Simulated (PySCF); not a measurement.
**C4H6BrGa: spin-spin couplings**

Aim: predict the spin-spin couplings of C4H6BrGa (`C=C/C=[CH]/[GaH][Br]`).

Computed with PySCF 2.14.0, with density-fitted response routines of our own, on a single molecule in the gas phase. Atoms count from 0, in the outputs and in this text.

## Step 1: Starting geometry

12 atoms, charge 0, multiplicity 1; geometry from: GFN2-xTB.

Bonds of the start (Å): C0–C1 1.33, C1–C2 1.45, C2–C3 1.34, C3–Ga4 2.00, Ga4–Br5 2.28, C0–H6 1.08, C0–H7 1.08, C1–H8 1.08, C2–H9 1.09, C3–H10 1.09, Ga4–H11 1.57.

## Step 2: Spin-spin couplings: B3LYP/pcSseg-1+pcJ-1

What the job is given:

```
{"job": {"kind": "j", "xc": "B3LYP", "basis": "pcJ-1"}, "charge": 0, "multiplicity": 1}
C     -2.415294     0.802322     0.076587
C     -1.537958    -0.186013    -0.068653
C     -0.107843     0.017988    -0.000153
C      0.813617    -0.945804    -0.141241
Ga     2.746937    -0.431402    -0.012559
Br     3.228712     1.767339     0.375650
H     -2.096042     1.816266     0.255089
H     -3.477145     0.634775     0.023153
H     -1.873521    -1.199946    -0.247154
H      0.203970     1.048436     0.180736
H      0.499453    -1.970666    -0.321212
H      4.016313    -1.353981    -0.146271
```

With the program's defaults for keys left out, this is: B3LYP/pcJ-1 Br:pcSseg-1 Ga:pcSseg-1 indirect spin-spin coupling, non-relativistic, gas phase.

Started as:

```
$ OMP_NUM_THREADS=1 python probes_run.py task.json out
```

The driver reads the jobs from task.json and runs them one after another.

Log:

```text
coarse grid: 50304 points
cycle   1  E = -4654.5534096244  dE = -1.218e+00  |g| = 1.311e+00  |ddm| = 3.256e+00
cycle   2  E = -4654.4205296406  dE =  1.329e-01  |g| = 1.459e+00  |ddm| = 1.507e+00
cycle   3  E = -4654.6775799384  dE = -2.571e-01  |g| = 2.555e-01  |ddm| = 1.138e+00
cycle   4  E = -4654.6869993106  dE = -9.419e-03  |g| = 6.879e-02  |ddm| = 2.292e-01
cycle   5  E = -4654.6876561967  dE = -6.569e-04  |g| = 3.106e-02  |ddm| = 6.646e-02
cycle   6  E = -4654.6878934116  dE = -2.372e-04  |g| = 5.592e-03  |ddm| = 2.393e-02
cycle   7  E = -4654.6878994741  dE = -6.063e-06  |g| = 1.462e-03  |ddm| = 6.544e-03
final grid: 103432 points
cycle   8  E = -4654.6878675634  dE =  3.062e-07  |g| = 2.017e-03  |ddm| = 3.895e-03
cycle   9  E = -4654.6878667479  dE =  8.155e-07  |g| = 2.879e-03  |ddm| = 4.590e-03
cycle  10  E = -4654.6878684827  dE = -1.735e-06  |g| = 3.348e-04  |ddm| = 2.485e-03
cycle  11  E = -4654.6878685085  dE = -2.579e-08  |g| = 6.062e-05  |ddm| = 2.909e-04
cycle  12  E = -4654.6878685093  dE = -7.703e-10  |g| = 1.982e-05  |ddm| = 5.814e-05
converged SCF energy = -4654.6878685093

Indirect spin-spin couplings (Hz)
  i      j    bonds     total        FC       PSO       DSO        SD
  0 C    1 C    1     75.795    85.367    -9.720     0.148         -
  0 C    2 C    2      1.070     0.836     0.258    -0.024         -
  0 C    3 C    3      7.498     6.868     0.692    -0.063         -
  0 C    6 H    1    163.868   163.039     0.247     0.583         -
  0 C    7 H    1    165.954   165.113     0.309     0.532         -
  0 C    8 H    2      1.328     3.018    -1.152    -0.537         -
  0 C    9 H    3      5.647     5.804    -0.243     0.087         -
  0 C   10 H    4     -1.129    -1.336     0.456    -0.248         -
  0 C   11 H    5     -0.159     0.039     0.117    -0.316         -
  1 C    2 C    1     53.408    56.367    -3.198     0.240         -
  1 C    3 C    2     -1.536    -1.760     0.215     0.008         -
  1 C    6 H    2     -1.949    -0.082    -1.376    -0.491         -
  1 C    7 H    2     -0.676     1.064    -1.218    -0.522         -
  1 C    8 H    1    160.431   159.383     0.187     0.861         -
  1 C    9 H    2      5.961     6.478    -0.396    -0.122         -
  1 C   10 H    3     10.364    10.367    -0.124     0.121         -
  1 C   11 H    4      4.625     4.842     0.157    -0.374         -
  2 C    3 C    1     67.161    76.576    -9.677     0.263         -
  2 C    6 H    3     10.143    10.166    -0.126     0.104         -
  2 C    7 H    3     14.108    14.130     0.412    -0.434         -
  2 C    8 H    2      4.928     5.508    -0.387    -0.193         -
  2 C    9 H    1    163.607   162.653    -0.181     1.135         -
  2 C   10 H    2     -3.069    -1.260    -1.560    -0.249         -
  2 C   11 H    3      3.284     3.769     0.238    -0.723         -
  3 C    6 H    4     -1.238    -1.481     0.422    -0.179         -
  3 C    7 H    4     -0.231    -0.393     0.414    -0.252         -
  3 C    8 H    3      4.970     5.018    -0.188     0.139         -
  3 C    9 H    2      2.899     4.238    -1.238    -0.102         -
  3 C   10 H    1    167.171   166.208    -0.129     1.092         -
  3 C   11 H    2     45.577    46.444    -0.036    -0.832         -
  6 H    7 H    2      0.181    -0.109     3.864    -3.574         -
  6 H    8 H    3     17.781    18.217     2.820    -3.256         -
  6 H    9 H    4     -0.504    -0.916    -1.529     1.940         -
  6 H   10 H    5      0.918     0.847     1.153    -1.082         -
  6 H   11 H    6     -0.477     0.285     0.447    -1.209         -
  7 H    8 H    3     11.366    11.715     0.340    -0.688         -
  7 H    9 H    4     -0.785    -0.877     1.537    -1.445         -
  7 H   10 H    5      0.951     0.863     0.853    -0.765         -
  8 H    9 H    3     11.272    11.134     2.744    -2.606         -
  8 H   10 H    4     -0.463    -0.813    -1.344     1.694         -
  8 H   11 H    5     -0.965    -0.347     0.478    -1.096         -
  9 H   10 H    3     19.536    19.556     2.582    -2.603         -
  9 H   11 H    4      1.036     3.294     0.792    -3.049         -
 10 H   11 H    3     -2.472    -1.659     0.368    -1.181         -
```

Wall time 77 s (1 thread of Arm Neoverse V1, shared host); peak memory 1.1 GiB.

Couplings of 1 Hz or more, nine at most for each number of bonds (isotopes 13C, 1H):

```tsv
pair	bonds	J (Hz)	Fermi contact (Hz)	dihedral (°)
C3–H10	1	167.2	166.2	–
C0–H7	1	166.0	165.1	–
C0–H6	1	163.9	163.0	–
C2–H9	1	163.6	162.7	–
C1–H8	1	160.4	159.4	–
C0–C1	1	75.8	85.4	–
C2–C3	1	67.2	76.6	–
C1–C2	1	53.4	56.4	–
C3–H11	2	45.6	46.4	–
C1–H9	2	6.0	6.5	–
C2–H8	2	4.9	5.5	–
C2–H10	2	-3.1	-1.3	–
C3–H9	2	2.9	4.2	–
C1–H6	2	-1.9	-0.1	–
C1–C3	2	-1.5	-1.8	–
C0–H8	2	1.3	3.0	–
C0–C2	2	1.1	0.8	–
H9–H10	3	19.5	19.6	180
H6–H8	3	17.8	18.2	180
C2–H7	3	14.1	14.1	-180
H7–H8	3	11.4	11.7	0
H8–H9	3	11.3	11.1	-180
C1–H10	3	10.4	10.4	0
C2–H6	3	10.1	10.2	0
C0–C3	3	7.5	6.9	-180
C0–H9	3	5.6	5.8	0
C1–H11	4	4.6	4.8	–
C3–H6	4	-1.2	-1.5	–
C0–H10	4	-1.1	-1.3	–
H9–H11	4	1.0	3.3	–
```

The spin-dipole term was not solved, so all couplings lack that part.

The response was solved for the nuclei of C, H alone, so couplings that need other nuclei can be missing.

Quadrupole couplings from the field gradients of the same density:

```tsv
atom	isotope	eQq/h (MHz)	η
Br5	79Br	261.9	0.41
Ga4	69Ga	122.6	0.67
```

## Step 3: Outcome

| quantity | value |
| --- | --- |
| largest coupling of the table (B3LYP/pcSseg-1+pcJ-1) | ¹J(C,H) C3–H10, 167.2 Hz |

What this shows: In the run at B3LYP/pcSseg-1+pcJ-1, the largest coupling of the table is C3–H10, 167.2 Hz, of which the Fermi-contact term gives 166.2 Hz. Couplings across rotatable bonds belong to this one conformer; where others are populated, the observed values are averages. Spin-orbit coupling is left out, which matters for shieldings and couplings at and beside the heavy atoms.
